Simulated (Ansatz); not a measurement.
# ZnS, space group P6_3mc: a convergence test of the k-point mesh

Program: the Python package of Ansatz (0.2.0).

Contents of `zns.cif`:
```cif
data_ZnS
_cell_length_a 3.811000
_cell_length_b 3.811000
_cell_length_c 6.234000
_cell_angle_alpha 90.00000
_cell_angle_beta 90.00000
_cell_angle_gamma 120.00000
_symmetry_space_group_name_H-M 'P 1'
_symmetry_Int_Tables_number 1
loop_
_symmetry_equiv_pos_as_xyz
'x, y, z'
loop_
_atom_site_label
_atom_site_type_symbol
_atom_site_fract_x
_atom_site_fract_y
_atom_site_fract_z
Zn1 Zn    0.333333    0.666667    0.000000
Zn2 Zn    0.666667    0.333333    0.500000
S3 S    0.333333    0.666667    0.385000
S4 S    0.666667    0.333333    0.885000
```

At the Python prompt:
```pycon
>>> import ansatz
>>> from ase.io import read
>>> from tabulate import tabulate
>>> atoms = read("zns.cif")
>>> structure = ansatz.Crystal.from_ase(atoms)
>>> len(structure.resolved().sites)
4
>>> job = (
...     structure.calculation()
...     .basis(16 * ansatz.Ha)
...     .occupations(ansatz.OccupationsMethod.FIXED)
...     .functional(ansatz.Functional.PBE)
...     .forces()
...     .stress()
... )
>>> rows = []
>>> for value in [(3, 3, 2), (6, 6, 4), (12, 12, 4), (12, 12, 6)]:
...     r = job.kpoints(mesh=value).run(threads=1, pin="off").report
...     rows.append((value, r["free_energy_ev"] / len(r["lattice"]["sites"]), r["n_iterations"], sum(r["stress_gpa"][i][i] for i in range(3)) / 3, max(abs(f) for row in r["forces_ev_ang"] for f in row), r["n_kpoints"]))
...
DeckWarning: the atoms were moved onto the symmetric positions of the space group found under crystal.symmetry.tolerance 1.0e-5 (fractional; no operation is sought that the atoms, as they stand in a round, miss by more than twice it, and no atom is moved by [...]
>>> print(tabulate(rows, headers=["mesh", "F/atom (eV)", "iterations", "P (GPa)", "max component (eV/A)", "k-points"], floatfmt=".4f", tablefmt="grid"))
+-------------+---------------+--------------+-----------+------------------------+------------+
| mesh        |   F/atom (eV) |   iterations |   P (GPa) |   max component (eV/A) |   k-points |
+=============+===============+==============+===========+========================+============+
| (3, 3, 2)   |    -2111.2982 |            7 |    2.9598 |                 0.3707 |          6 |
+-------------+---------------+--------------+-----------+------------------------+------------+
| (6, 6, 4)   |    -2111.3548 |            7 |    2.3375 |                 0.3206 |         21 |
+-------------+---------------+--------------+-----------+------------------------+------------+
| (12, 12, 4) |    -2111.3556 |            6 |    2.3258 |                 0.3193 |         57 |
+-------------+---------------+--------------+-----------+------------------------+------------+
| (12, 12, 6) |    -2111.3556 |            6 |    2.3268 |                 0.3193 |         76 |
+-------------+---------------+--------------+-----------+------------------------+------------+
>>> # differences from the last row
>>> for row in rows[:-1]:
...     shift = 1000 * (row[1] - rows[-1][1])
...     print(f"{row[0]}: {shift:+.2f} meV/atom" + ("  (within 2 meV)" if abs(shift) < 2 else ""))
...
(3, 3, 2): +57.44 meV/atom
(6, 6, 4): +0.83 meV/atom  (within 2 meV)
(12, 12, 4): +0.01 meV/atom  (within 2 meV)
```

From 6×6×4 on it stays within 2 meV an atom of the value at 12×12×6; the first row (3×3×2) is off by 57.4 meV and the last but one by 0.01 meV. The pressure moves from 2.96 to 2.33 GPa.

What to keep in mind:
- Pressure is positive in compression.
- The structure is a deposited one; some such entries were measured under pressure or heat, so a shift against it needn't be the functional's error alone.
- Warnings are shown shortened and without file and line.
- Shifts are counted from the finest mesh, which is itself no proven limit.
- The whole script took 26 s on 1 thread of Arm Neoverse V1 (shared host), peak memory 0.49 GiB.
